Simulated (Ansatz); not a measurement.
# BBrH3OSi radical: a ladder of functionals and wavefunction methods

The task here is to estimate one member of a computed series from the others.

Computed with Ansatz 0.2.0, Gaussian basis. Level: functionals in def2-TZVPP, the program's frozen cores in correlated methods.

Levels to be run: LDA (SPW92), PBE-D4, revPBE-D4, BLYP-D4, r2SCAN-D4, B97M-V, PBE0-D4, B3LYP-D4, r2SCANh-D4, r2SCAN0-D4, HSE06-D4, BHLYP-D4, CAM-B3LYP-D4, LC-ωPBE, ωB97X-V, ωB97M-V, B2PLYP, PBE-QIDH; CCSD(T)/def2-SVP; CCSD(T)/def2-TZVPP; MP2/def2-QZVPP; extrapolation to the limit; RPA on PBE.

### The relaxed structure

The geometry comes from an earlier relaxation with PBE0-D4 in a triple-zeta def2 set; it is a stationary point, not always the lowest conformer.

SMILES `[SiH3]O[B]Br`, 7 atoms, charge 0, spin multiplicity 2.

Atoms are counted from 1 here; the program's logs count them from 0.

Bond lengths: Si1–O2 1.677 Å, Si1–H5 1.480 Å, Si1–H6 1.478 Å, Si1–H7 1.480 Å, O2–B3 1.316 Å, B3–Br4 1.934 Å. Angles: O2–Si1–H5 109.0°, O2–Si1–H6 105.7°, O2–Si1–H7 109.0°, H5–Si1–H6 111.0°, H5–Si1–H7 111.0°, H6–Si1–H7 111.0°, Si1–O2–B3 135.5°, O2–B3–Br4 124.7°.

Set-up of the first run:

Contents of in.yaml:

```yaml
crystal:
  periodic: [false, false, false]
  atoms:
    - {symbol: Si, position_ang: [0.147356, 0.893463, -0.014552]}
    - {symbol: O, position_ang: [-0.619925, -0.365439, 0.784822]}
    - {symbol: B, position_ang: [-0.696596, -1.669645, 0.627005]}
    - {symbol: Br, position_ang: [0.183360, -2.661939, -0.781144]}
    - {symbol: H, position_ang: [-0.341588, 0.946544, -1.410838]}
    - {symbol: H, position_ang: [-0.221322, 2.120332, 0.722856]}
    - {symbol: H, position_ang: [1.610014, 0.668684, 0.026051]}
basis:
  gaussian: {orbitals: def2-TZVPP}
magnetization: {spin_polarized: true, initial_magnetization: 1}
hamiltonian: {xc: lda}
output: {orbitals: {seedname: orbitals}}
```

Among the steps run: LDA; PBE-D4 (GGA); revPBE-D4 (GGA); BLYP-D4 (GGA); r2SCAN-D4 (meta-GGA); B97M-V (meta-GGA); PBE0-D4 (hybrid); B3LYP-D4 (hybrid); r2SCANh-D4 (hybrid); r2SCAN0-D4 (hybrid); HSE06-D4 (hybrid); BHLYP-D4 (hybrid); CAM-B3LYP-D4 (range-separated); LC-ωPBE-D4 (range-separated; the results give it without D4); ωB97X-V (range-separated); ωB97M-V (range-separated); B2PLYP (double hybrid); PBE-QIDH (double hybrid).

One table of the session follows, with a row left open; its other results are not shown here.

It belongs to the step «Orbital energies across the functionals». 

| functional | HOMO (eV) | LUMO (eV) | gap (eV) |
| --- | --- | --- | --- |
| LDA (SPW92) | -4.78 | -3.23 | 1.55 |
| PBE-D4 | -4.81 | -2.73 | 2.08 |
| revPBE-D4 | -4.79 | -2.58 | 2.20 |
| BLYP-D4 | -4.61 | -2.82 | 1.79 |
| r2SCAN-D4 | -5.21 | -2.10 | 3.11 |
| B97M-V | ? | ? | ? |
| PBE0-D4 | -6.05 | -1.74 | 4.32 |
| B3LYP-D4 | -5.75 | -2.21 | 3.54 |
| r2SCANh-D4 | -5.67 | -1.81 | 3.86 |
| r2SCAN0-D4 | -6.35 | -1.38 | 4.98 |
| HSE06-D4 | -5.66 | -2.12 | 3.54 |
| BHLYP-D4 | -7.14 | -0.99 | 6.14 |
| CAM-B3LYP-D4 | -7.30 | -0.94 | 6.36 |
| LC-ωPBE | -8.74 | 0.57 | 9.32 |
| ωB97X-V | -8.22 | -0.04 | 8.19 |
| ωB97M-V | -7.87 | -0.26 | 7.61 |

Estimate the missing values for B97M-V.

The run gave: HOMO (eV): -4.91; LUMO (eV): -2.85; gap (eV): 2.06. In the column «HOMO (eV)» it lies between r2SCAN-D4 (-5.21) and PBE-D4 (-4.81).
